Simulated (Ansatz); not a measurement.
# CH₃F₂NSi: up Jacob's ladder to CCSD(T)

An exercise on one series of results from a longer session: the logs are not shown, and one member is left open.

Computed with Ansatz 0.2.0, Gaussian basis. Level: functionals in def2-TZVPP, the program's frozen cores in correlated methods.

Levels to be run: LDA (SPW92), PBE-D4, revPBE-D4, BLYP-D4, r2SCAN-D4, B97M-V, PBE0-D4, B3LYP-D4, r2SCANh-D4, r2SCAN0-D4, HSE06-D4, BHLYP-D4, CAM-B3LYP-D4, LC-ωPBE, ωB97X-V, ωB97M-V, B2PLYP, PBE-QIDH; CCSD(T)/def2-SVP; CCSD(T)/def2-TZVPP; MP2/def2-QZVPP; extrapolation to the limit; RPA on PBE.

### Structure used throughout

All runs share one geometry, relaxed beforehand with PBE0-D4 in a triple-zeta def2 set.

SMILES `FC1(F)N[SiH2]1`, 8 atoms, charge 0, spin multiplicity 1.

Atoms are counted from 1 here; the program's logs count them from 0.

Bond lengths: F1–C2 1.360 Å, C2–F3 1.357 Å, C2–N4 1.390 Å, C2–Si5 1.856 Å, N4–Si5 1.706 Å, N4–H6 1.007 Å, Si5–H7 1.480 Å, Si5–H8 1.481 Å. Angles: F1–C2–F3 105.3°, F1–C2–N4 116.6°, F1–C2–Si5 123.4°, F3–C2–N4 116.7°, F3–C2–Si5 126.6°, N4–C2–Si5 61.4°, C2–N4–Si5 72.9°, C2–N4–H6 128.9°, Si5–N4–H6 154.8°, C2–Si5–N4 45.7°, C2–Si5–H7 123.9°, C2–Si5–H8 120.8°, N4–Si5–H7 118.2°, N4–Si5–H8 119.7°, H7–Si5–H8 112.3°.

The first run:

The input, in.yaml:

```yaml
crystal:
  periodic: [false, false, false]
  atoms:
    - {symbol: F, position_ang: [0.099566, -0.749549, 1.830455]}
    - {symbol: C, position_ang: [0.536538, -0.315086, 0.618068]}
    - {symbol: F, position_ang: [1.885368, -0.457599, 0.651537]}
    - {symbol: N, position_ang: [0.048075, 0.911272, 0.183593]}
    - {symbol: Si, position_ang: [-0.534076, -0.272819, -0.897314]}
    - {symbol: H, position_ang: [0.019537, 1.790895, 0.673726]}
    - {symbol: H, position_ang: [-0.008449, -0.275298, -2.281249]}
    - {symbol: H, position_ang: [-1.954358, -0.688915, -0.834716]}
basis:
  gaussian: {orbitals: def2-TZVPP}
hamiltonian: {xc: lda}
output: {orbitals: {seedname: orbitals}}
```

On the command line:

```bash
ansatz run in.yaml --threads 2 --pin off --events-out ev --progress --plain --max-ram 4352MiB
```

Among the steps run: LDA; PBE-D4 (GGA); revPBE-D4 (GGA); BLYP-D4 (GGA); r2SCAN-D4 (meta-GGA); B97M-V (meta-GGA); PBE0-D4 (hybrid); B3LYP-D4 (hybrid); r2SCANh-D4 (hybrid); r2SCAN0-D4 (hybrid); HSE06-D4 (hybrid); BHLYP-D4 (hybrid); CAM-B3LYP-D4 (range-separated); LC-ωPBE (range-separated); ωB97X-V (range-separated); ωB97M-V (range-separated); B2PLYP (double hybrid); PBE-QIDH (double hybrid).

One of the session's tables, all rows but one given; the rest of the session is left out.

It belongs to the step «Frontier levels by functional». 

```
  functional  HOMO (eV)  gap (eV)
 LDA (SPW92)      -6.76      4.90
      PBE-D4      -6.59      4.92
   revPBE-D4      -6.52      4.94
     BLYP-D4          ?         ?
   r2SCAN-D4      -6.86      5.48
      B97M-V      -6.96      5.42
     PBE0-D4      -7.96      7.11
    B3LYP-D4      -7.76      6.66
  r2SCANh-D4      -7.37      6.28
  r2SCAN0-D4      -8.14      7.48
    HSE06-D4      -7.56      6.34
    BHLYP-D4      -9.28      9.23
CAM-B3LYP-D4      -9.37      9.48
     LC-ωPBE     -10.65     11.97
     ωB97X-V     -10.32     11.50
     ωB97M-V     -10.20     11.09
```

Q: Estimate the row for BLYP-D4 from the others.

Worked estimate for «HOMO (eV)». Against the share of exact exchange, B3LYP-D4 (0.2, -7.76), BHLYP-D4 (0.5, -9.28) give a slope of -5.07 per unit share; at 0 the line stands at -6.75.

As computed: HOMO (eV): -6.49; gap (eV): 4.90. In «HOMO (eV)» the line misses by -0.26.
